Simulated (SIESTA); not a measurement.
## AlSn under changes of volume

One of the cells (25.741 Å³/atom); the others are scaled copies at fixed shape and fractional positions:

```xyz
2
Lattice="4.2259 0.0000 0.0000 -2.1130 3.6597 0.0000 0.0000 0.0000 3.3287" Properties=species:S:1:pos:R:3 pbc="T T T"
Sn    0.0000    2.4398    1.6644
Al    0.0000    0.0000    0.0000
```

The cell comes from a database or a generator and needn't be the stable form of this composition.

* Program: SIESTA 5.4.2
* Functional: PBEsol
* Potentials or basis: PseudoDojo 0.4 standard (PBEsol files)
* Basis: DZP (energy shift 0.003 Ry; two zetas on semicore shells)
* Grid cutoff: 500 Ry
* Energy shift: 0.003 Ry
* k mesh: 7 × 7 × 8
* Occupations: fermi-dirac, width 0.05 eV
* Spin: no spin polarisation

| volume (Å³/atom) | energy over the lowest point (meV/atom) | pressure (GPa) |
| --- | --- | --- |
| 23.722 | 4.25 | 1.9 |
| 24.227 | 0.29 | 0.6 |
| 24.731 | 0.00 | -0.5 |
| 25.741 | 9.51 | -2.5 |
| 26.245 | 18.50 | -3.2 |
| 26.750 | ? | ? |

Problem. What does the run at 26.750 Å³/atom give?

Solution. Energy over the lowest point 29.83 meV/atom; pressure -3.9 GPa.

Worked out: A Birch-Murnaghan fit of order 3 (a polynomial in V^(-2/3)) to the other rows has its minimum at 24.51 Å³/atom with B0 = V·E''(V) = 55 GPa and B' = 4.1 at fixed shape and positions, which overstates the stiffness. It gives 30.04 meV/atom at 26.750 Å³/atom, against the run's 29.83, and -dE/dV = -4.0 GPa, against -3.9.

Energies are extrapolated to zero smearing.

Caveats: the basis of atomic orbitals isn't converged, which shifts pressures, moduli and gaps.
